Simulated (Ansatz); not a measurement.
The system is Ba2Tl5V3O12.

```
CELL_PARAMETERS angstrom
6.48991 -6.67692 -0.04765
6.48991 6.67692 -0.04765
-1.96739 0.00000 5.75220
ATOMIC_POSITIONS crystal
Ba 0.47917 0.52083 0.00000
Ba 0.79264 0.20736 0.00000
V 0.65694 0.94605 0.25735
V 0.05395 0.34306 0.74265
V 0.57442 0.42558 0.50000
Tl 0.49835 0.85629 0.63726
Tl 0.14371 0.50165 0.36274
Tl 0.01508 0.98492 0.50000
Tl 0.30964 0.12677 0.21892
Tl 0.87323 0.69036 0.78108
O 0.00390 0.26325 0.44275
O 0.59719 0.60676 0.67706
O 0.91333 0.42820 0.84635
O 0.52536 0.79943 0.20594
O 0.68766 0.41628 0.31356
O 0.09251 0.20316 0.88601
O 0.58372 0.31234 0.68644
O 0.79684 0.90749 0.11399
O 0.57180 0.08667 0.15365
O 0.20057 0.47464 0.79406
O 0.73675 0.99610 0.55725
O 0.39324 0.40281 0.32294
```

The cell was built by a generator and needn't be a form met in nature.

Base run:

| Property | Result |
| --- | --- |
| Program | Ansatz 0.2.0 |
| Functional | PBE |
| Potentials or basis | all-electron LAPW, scalar-relativistic |
| Cutoff | 482 eV (chosen from the basis error) |
| Basis error allowed | 0.003 eV/atom |
| k mesh | 2 × 2 × 4 |
| Occupations | fermi-dirac, width 0.05 eV |
| Spin | collinear spin, ferromagnetic start |
| Starting moments | [0.0, 0.0, 2.0, 2.0, 2.0, 0.0, 0.0, 0.0, 0.0, 0.0, 0.0, 0.0, 0.0, 0.0, 0.0, 0.0, 0.0, 0.0, 0.0, 0.0, 0.0, 0.0] μB |

Its results: band gap on the k mesh 2.91 eV, indirect (least direct gap 2.95 eV); pressure 0.0 GPa; net moment 0.00 μB per cell; largest force 0.006 eV/Å.

Q: The run is repeated on the same cell with these changes: functional from PBE to RPBE. What comes out?

A: Band gap on the k mesh 3.01 eV, indirect (least direct gap 3.05 eV); pressure 2.2 GPa; net moment 0.00 μB per cell; largest force 0.199 eV/Å.

RPBE binds less tightly than PBE, so the same cell stands under more pressure.

Caveats: spin-orbit coupling is left out, which as a rule narrows the gap of such compounds by several tenths of an eV; the starting moments weren't kept.

A k mesh can miss the band edges.
